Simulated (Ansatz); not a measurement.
# MgSnO2: the cost of one run

Method: DFT PBE, scalar-relativistic, plane waves, PAW, in Ansatz 0.2.0.

**1. The starting structure**

Symmetry: P4/mmm, No. 123, tetragonal system. The conventional cell has a = 4.446 Å, b = 4.446 Å, c = 2.619 Å, α = 90.00°, β = 90.00°, γ = 90.00°. Around Mg (site symmetry 4/mmm) lie 8 O at 2.58 Å and 2 Mg at 2.62 Å. Sn (site symmetry 4/mmm) is surrounded by 4 O at 2.22 Å. O (site symmetry mmm) has 2 Sn at 2.22 Å and 4 Mg at 2.58 Å as nearest neighbours.

Coordinates:

```
CELL_PARAMETERS angstrom
4.44564 0.00000 0.00000
0.00000 4.44564 0.00000
0.00000 0.00000 2.61894
ATOMIC_POSITIONS crystal
Mg 0.50000 0.50000 0.50000
Sn 0.00000 0.00000 0.00000
O 0.50000 0.00000 0.00000
O 0.00000 0.50000 0.00000
```

Recipe of the guess: perovskite family, infinite layers (P4/mmm, No. 123). The dimensions are guesses.

**2. Probe: one point on a coarse mesh**

input.yaml

```yaml
crystal:
  lattice:
    - [4.44564216, 0.0, 0.0]
    - [0.0, 4.44564216, 0.0]
    - [0.0, 0.0, 2.61894056]
  atoms:
    - { symbol: Mg, position: [0.5, 0.5, 0.5] }
    - { symbol: Sn, position: [0.0, 0.0, 0.0] }
    - { symbol: O, position: [0.5, 0.0, 0.0] }
    - { symbol: O, position: [0.0, 0.5, 0.0] }
basis:
  ecutwfc: 420
kpoints:
  mp_grid: { grid: [4, 4, 6] }
hamiltonian:
  xc: pbe
scf:
  occupations: { method: gaussian, width: 0.1 }
  lower_state_search: "off"
output:
  forces: true
  stress: true
  eigenvalues: true
```

Command:

```bash
ansatz run input.yaml --threads 1 --pin off --max-ram 2048MiB --backend cpu --events-out ev --progress --plain --runs-dir out
```

Q: Estimate wall time and peak memory on 1 thread of Arm Neoverse V2, shared host.

About 1.4 s, with a peak of 0.31 GiB.
